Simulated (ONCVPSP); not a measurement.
**Selenium: generating and testing an ONCV potential**

Aim: build the potential from the settings below, then test how well it stands in for the atom: other configurations, scattering, ghost states and the plane-wave cutoff that it needs.

Program: ONCVPSP 4.0.1. Reference atom: LDA (Perdew-Zunger), scalar-relativistic, spherical and spin-unpolarised. All values are calculated.

## Step 1: The atom and the settings

The settings as typed:

```json
{
  "element": "selenium (Se, Z = 34)",
  "type": "optimised norm-conserving Vanderbilt (ONCV)",
  "frozen core": "[Ar] 3d10",
  "valence charge": "6",
  "reference configuration": "4s2 4p3.5 (charge +0.5)",
  "partial waves": "4s: rc 1.50 bohr, ncon 5, nbas 8, qcut 3.5 1/bohr, 2 projectors, debl 0.9 Ha; 4p: rc 1.35 bohr, ncon 3, nbas 6, qcut 6.6 1/bohr, 2 projectors, debl 2.8 Ha; d scattering state at 0.13 Ha: rc 1.35 bohr, ncon 5, nbas 10, qcut 7 1/bohr, 2 projectors, debl 1.8 Ha",
  "local potential": "polynomial inside 1.20 bohr (lpopt 4, dvloc0 0 Ha)",
  "core correction": "Teter function, fcfact 6, rcfact 1.1"
}
```

## Step 2: Generation

File Se.dat:

```
# ATOM AND REFERENCE CONFIGURATION
# atsym  z   nc   nv     iexc    psfile
  Se 34.00    6    2        3      upf
#
#   n    l    f
    1    0    2.00
    2    0    2.00
    2    1    6.00
    3    0    2.00
    3    1    6.00
    3    2   10.00
    4    0    2.00
    4    1    3.50
#
# PSEUDOPOTENTIAL AND OPTIMIZATION
# lmax
    2
#
#   l,   rc,      ep,       ncon, nbas, qcut
    0    1.50    0.00    5    8    3.50
    1    1.35    0.00    3    6    6.60
    2    1.35    0.13    5   10    7.00
#
# LOCAL POTENTIAL
# lloc, lpopt,  rc(5),   dvloc0
    4    4    1.20    0.00
#
# VANDERBILT-KLEINMAN-BYLANDER PROJECTORs
# l, nproj, debl
    0    2    0.90
    1    2    2.80
    2    2    1.80
#
# MODEL CORE CHARGE
# icmod, fcfact, rcfact
    3    6.00    1.10
#
# LOG DERIVATIVE ANALYSIS
# epsh1, epsh2, depsh
   -2.00    5.00    0.02
#
# OUTPUT GRID
# rlmax, drl
    6.00    0.01
#
# TEST CONFIGURATIONS
# ncnf
    4
# nvcnf
#   n    l    f
    2
    4    0    2.00
    4    1    4.00
#
    2
    4    0    2.00
    4    1    3.00
#
    2
    4    0    2.00
    4    1    2.00
#
    2
    4    0    1.00
    4    1    5.00
#
```

On the command line:

```
oncvpsp.x < Se.dat > Se.out
```

Q: Predict the outcome of this session. Wanted: cutoffs for 1 and 0.1 mHa per electron, occupied waves; bound ghosts; GHOST(+) flags; largest test error; largest phase difference near zero energy, channels read; rms error of d²Exc/dn², without and with the model core.

**Answer**, as computed:

| quantity | value |
| --- | --- |
| cutoffs for 1 and 0.1 mHa per electron, occupied waves | 37 Ha and 54 Ha |
| bound ghosts | d at -49.26 eV |
| GHOST(+) flags | s at 93 eV (1 near or above the test basis's cutoff) |
| largest test error (AE − PS) | +1.5 meV, for 4s2 4p4 |
| largest phase difference near zero energy, channels read | 0.002 rad |
| rms error of d²Exc/dn², without and with the model core | 7.09 and 3.55 mHa |

**Reading.** It has a bound ghost (d), a state that the atom doesn't have, and that rules the file out. The worst unpolarised test, 4s2 4p4, is off by 1.5 meV on 4.4 eV; by total energies transferability rates as very good. Atomic tests can pass in spite of a ghost, since they solve only for the levels asked. The potential is hard: the looser tolerance needs 37 Ha. At the looser tolerance the 4s wave is the slowest; 4p needs 10 Ha. That counts occupied waves only; other projectors can need more. Near zero energy the phases of the channels with partial waves agree within 0.002 rad. The pseudo curves have a pole with no partner nearby in the atom's: d at -1.63 Ha. The program also flags highly localised states, GHOST(+) (s).
